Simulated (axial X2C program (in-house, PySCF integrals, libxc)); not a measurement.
# TaO⁻: properties at the nuclei

Wanted for TaO⁻: properties at the nuclei, at the two-component level.

Program: an in-house X2C program for linear molecules on PySCF integrals. Level of theory: two-component X2C with atomic mean-field terms, Ta dyall-acv3z, O dyall-av3z. These are calculated values, not measurements.

### 1 Input

task.json

```json
{"zs": [73, 8], "q": -1, "bas": ["dyall-acv3z", "dyall-av3z"], "r0": 1.83, "levels": ["PBE0", "HF", "BHandHLYP", "r2SCAN", "LDA"], "nst": 3}
```

Keys: zs atomic numbers; q charge; bas basis sets; r0 starting distance in Å; levels methods (HF also brings MP2); nst determinants followed.

Command:

```bash
python soeom.py task.json out
```

Nuclei are Gaussian, cores are contracted, and the Gaunt term is on.

### 2 Expectation values, lowest determinant

R = 1.720 Å. State: Ω = 1 (excess of +ω over −ω: ω = -3/2, ω = 5/2).

Output of the PBE0 run:

```text
two-component X2C + atomic mean field  PBE0
basis functions 248  fitting functions 1240  grid points 5074
iter        total energy     max residual
   1     -15678.838378419     4.05e-06
   2     -15678.838378422     4.64e-06
   3     -15678.838378423     2.34e-06
converged
one-electron -21879.36262018  Coulomb 6363.41776961  exact exchange -80.94304155  xc functional -248.27311858  nuclear repulsion 179.67412278  atomic mean-field constant -13.35149050
```

The highest occupied spinor is 97% Ta d.

```tsv
level	Eeff magnitude (GV/cm)	Ws magnitude Ta (kHz)	A∥/gI Ta (MHz)	qzz Ta (a.u.)	A∥/gI O (MHz)	qzz O (a.u.)
PBE0	11.6	12	1060	-2.00	-0.393	-0.43
HF	39.8	42	1690	-1.49	-26.1	-0.58
BHandHLYP	16	17	783	-2.03	-6	-0.46
r2SCAN	11.8	12	2040	-2.21	-0.741	-0.41
LDA	3.54	4.07	349	-1.41	0.255	-0.40
```

Eeff is the effective electric field on the electron dipole moment in this Ω state and Ws the scalar–pseudoscalar constant (defined with the proton number Z and per Ω); A∥ is the parallel hyperfine constant, which follows by multiplying with the nuclear g factor gI = μI/(I μN); qzz is the electric field gradient, eQq0 = 234.96 MHz × Q/barn × qzz. The operators were transformed with the bare-nucleus X2C matrices.

### 3 Expectation values, a higher determinant

R = 1.720 Å. State: Ω = 2 (excess of +ω over −ω: ω = 1/2, ω = 3/2), 0.34 eV above the lowest in the PBE0 search for states (made at or near this distance, with looser thresholds).

Output of the PBE0 run:

```text
two-component X2C + atomic mean field  PBE0
basis functions 248  fitting functions 1240  grid points 5074
iter        total energy     max residual
   1     -15678.825890632     4.23e-06
   2     -15678.825890633     5.42e-06
converged
one-electron -21875.18446114  Coulomb 6359.16390165  exact exchange -80.92307195  xc functional -248.20489148  nuclear repulsion 179.67412278  atomic mean-field constant -13.35149050
```

The highest occupied spinor is 55% Ta p, 34% Ta d, 10% O p.

```tsv
level	Eeff magnitude (GV/cm)	Ws magnitude Ta (kHz)	A∥/gI Ta (MHz)	qzz Ta (a.u.)	A∥/gI O (MHz)	qzz O (a.u.)
PBE0	3.22	2.07	959	-3.57	10.9	-0.43
HF	8.05	4.4	433	-3.37	7.41	-0.61
BHandHLYP	6.38	3.48	956	-3.83	7.98	-0.49
r2SCAN	2.41	1.77	711	-3.93	14.9	-0.39
LDA	2.73	1.73	896	-3.71	14.6	-0.40
```

### 4 Expectation values, a higher determinant

R = 1.720 Å. State: Ω = 0 (closed shell), 0.38 eV above the lowest in the PBE0 search for states (made at or near this distance, with looser thresholds).

Output of the PBE0 run:

```text
two-component X2C + atomic mean field  PBE0
basis functions 248  fitting functions 1240  grid points 5074
iter        total energy     max residual
   1     -15678.824331330     5.86e-06
   2     -15678.824331345     9.28e-06
   3     -15678.824331349     3.43e-06
   4     -15678.824331354     3.40e-06
   5     -15678.824331356     2.33e-06
   6     -15678.824331359     1.46e-06
   7     -15678.824331360     7.52e-07
converged
one-electron -21879.29497146  Coulomb 6363.31852283  exact exchange -80.92887300  xc functional -248.24164200  nuclear repulsion 179.67412278  atomic mean-field constant -13.35149050
```

The highest occupied spinor is 96% Ta d.

```tsv
level	qzz Ta (a.u.)	qzz O (a.u.)
PBE0	-1.68	-0.39
HF	-2.16	-0.52
BHandHLYP	-1.78	-0.43
r2SCAN	-2.30	-0.35
LDA	-1.65	-0.39
```

### 5 What came out

| quantity | value |
| --- | --- |
| lowest determinant | Ω = 1 (excess of +ω over −ω: ω = -3/2, ω = 5/2) |
| Eeff magnitude (GV/cm), PBE0 | 11.6 |
| Ws magnitude Ta (kHz), PBE0 | 12 |
| A∥/gI Ta (MHz), PBE0 | 1060 |
| qzz Ta (a.u.), PBE0 | -2.00 |
| higher determinant | Ω = 2 (excess of +ω over −ω: ω = 1/2, ω = 3/2) |
| Eeff magnitude (GV/cm), PBE0, higher determinant | 3.22 |
| Ws magnitude Ta (kHz), PBE0, higher determinant | 2.07 |
| A∥/gI Ta (MHz), PBE0, higher determinant | 959 |
| qzz Ta (a.u.), PBE0, higher determinant | -3.57 |
| higher determinant | Ω = 0 (closed shell) |
| qzz Ta (a.u.), PBE0, higher determinant | -1.68 |
| qzz O (a.u.), PBE0, higher determinant | -0.39 |

In words: In the first state, the effective field runs from 3.54 to 39.8 GV/cm over the mean-field levels, so the levels don't agree on it. The expectation values come from single determinants, which for open shells can mix terms of unlike spin or miss the lowest Ω, so a determinant need not be a state. Eeff is the effective electric field on the electron dipole moment in this Ω state and Ws the scalar–pseudoscalar constant (defined with the proton number Z and per Ω); A∥ is the parallel hyperfine constant, which follows by multiplying with the nuclear g factor gI = μI/(I μN); qzz is the electric field gradient, eQq0 = 234.96 MHz × Q/barn × qzz. The operators were transformed with the bare-nucleus X2C matrices.
